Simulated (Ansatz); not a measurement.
# C₂H₄FNOSi: up Jacob's ladder to CCSD(T)

How much do the methods differ for C₂H₄FNOSi? The plan is to run it at one geometry with functionals of several rungs and with coupled cluster. The yardstick is the atomisation energy at the CCSD(T) limit.

Computed with Ansatz 0.2.0, Gaussian basis. Level: functionals in def2-TZVPP, the program's frozen cores in correlated methods.

Plan: LDA (SPW92), PBE-D4, revPBE-D4, BLYP-D4, r2SCAN-D4, B97M-V, PBE0-D4, B3LYP-D4, r2SCANh-D4, r2SCAN0-D4, HSE06-D4, BHLYP-D4, CAM-B3LYP-D4, LC-ωPBE, ωB97X-V, ωB97M-V, B2PLYP, PBE-QIDH; CCSD(T)/def2-SVP; CCSD(T)/def2-TZVPP; MP2/def2-QZVPP; extrapolation to the limit; RPA on PBE.

## Step 1: The geometry

All runs share one geometry, relaxed beforehand with PBE0-D4 in a triple-zeta def2 set.

10 atoms, charge 0, spin multiplicity 1.

Atoms are counted from 1 here; the program's logs count them from 0.

Bond lengths: O1–Si2 1.635 Å, O1–H7 0.959 Å, Si2–C3 1.889 Å, Si2–C5 1.878 Å, Si2–H8 1.480 Å, C3–N4 1.495 Å, C3–H9 1.091 Å, C3–H10 1.092 Å, N4–C5 1.269 Å, C5–F6 1.321 Å. Angles: Si2–O1–H7 118.7°, O1–Si2–C3 123.6°, O1–Si2–C5 122.6°, O1–Si2–H8 105.0°, C3–Si2–C5 70.2°, C3–Si2–H8 117.8°, C5–Si2–H8 115.3°, Si2–C3–N4 89.3°, Si2–C3–H9 118.8°, Si2–C3–H10 117.6°, N4–C3–H9 110.9°, N4–C3–H10 110.3°, H9–C3–H10 108.3°, C3–N4–C5 102.8°, Si2–C5–N4 97.2°, Si2–C5–F6 140.9°, N4–C5–F6 121.6°.

## Step 2: LDA

This LDA is Slater exchange with PW92 correlation.

in.yaml

```yaml
crystal:
  periodic: [false, false, false]
  atoms:
    - {symbol: O, position_ang: [-0.160348, -2.104964, -0.499166]}
    - {symbol: Si, position_ang: [0.463405, -0.596307, -0.405671]}
    - {symbol: C, position_ang: [0.284598, 0.516541, 1.110204]}
    - {symbol: N, position_ang: [-0.409562, 1.532312, 0.261288]}
    - {symbol: C, position_ang: [-0.525998, 0.936469, -0.852834]}
    - {symbol: F, position_ang: [-1.131058, 1.502667, -1.881533]}
    - {symbol: H, position_ang: [-1.046334, -2.258616, -0.166986]}
    - {symbol: H, position_ang: [1.799276, -0.692892, -1.036333]}
    - {symbol: H, position_ang: [1.184552, 0.936227, 1.563061]}
    - {symbol: H, position_ang: [-0.375231, 0.177463, 1.910869]}
basis:
  gaussian: {orbitals: def2-TZVPP}
hamiltonian: {xc: lda}
output: {orbitals: {seedname: orbitals}}
```

Run with:

```console
$ ansatz run in.yaml --threads 4 --pin off --events-out ev --progress --plain --max-ram 10444MiB
```

The runs that follow: PBE-D4 (GGA); revPBE-D4 (GGA); BLYP-D4 (GGA); r2SCAN-D4 (meta-GGA); B97M-V (meta-GGA); PBE0-D4 (hybrid); B3LYP-D4 (hybrid); r2SCANh-D4 (hybrid); r2SCAN0-D4 (hybrid); HSE06-D4 (hybrid); BHLYP-D4 (hybrid); CAM-B3LYP-D4 (range-separated); LC-ωPBE (range-separated); ωB97X-V (range-separated); ωB97M-V (range-separated); B2PLYP (double hybrid); PBE-QIDH (double hybrid); CCSD(T) in def2-SVP; CCSD(T) in def2-TZVPP; MP2 in def2-QZVPP; RPA on PBE orbitals.

Q: Predict the results of all the runs planned. Wanted: atomisation energy, CCSD(T)/CBS; farthest beyond LDA; mean size of error, GGA; mean size of error, meta-GGA; mean size of error, hybrid; mean size of error, range-separated; mean size of error, double hybrid; gap, smallest and largest; T1 diagnostic.

The runs gave:

| quantity | value |
| --- | --- |
| atomisation energy, CCSD(T)/CBS | 4001.8 kJ/mol |
| functionals within 20.0 kJ/mol (0.5 %) | revPBE-D4, r2SCAN-D4, B97M-V, PBE0-D4, B3LYP-D4, CAM-B3LYP-D4, LC-ωPBE |
| farthest beyond LDA | BHLYP-D4 (-186.5 kJ/mol) |
| mean size of error, GGA | 62.8 kJ/mol |
| mean size of error, meta-GGA | 7.7 kJ/mol |
| mean size of error, hybrid | 59.8 kJ/mol |
| mean size of error, range-separated | 19.3 kJ/mol |
| mean size of error, double hybrid | 37.6 kJ/mol |
| gap, smallest and largest | 4.04 eV (LDA (SPW92)), 11.64 eV (LC-ωPBE) |
| T1 diagnostic | 0.0132 |
| triples share of the correlation energy | 4.0 % |

In words: The LDA atomisation energy is off by 714.3 kJ/mol (18 %): it overbinds. PBE-D4 misses by +146.6 kJ/mol. Double hybrids carry the basis error of their MP2 part in triple zeta, and no dispersion term here, so their miss is partly the set-up's. The rungs meta-GGA, range-separated miss on average by less than the doubt on the reference (20.0 kJ/mol), so they tie. Misses under about 20.0 kJ/mol are within the doubt on the reference itself, which lacks core-valence correlation, relativity and higher excitations. Hartree-Fock recovers 68 % of the binding; the rest is correlation. CCSD(T) in def2-SVP is off by -290.0 kJ/mol, worse than the median functional, from the basis alone. Orbital gaps span 4.0 to 11.6 eV; exact exchange widens them.
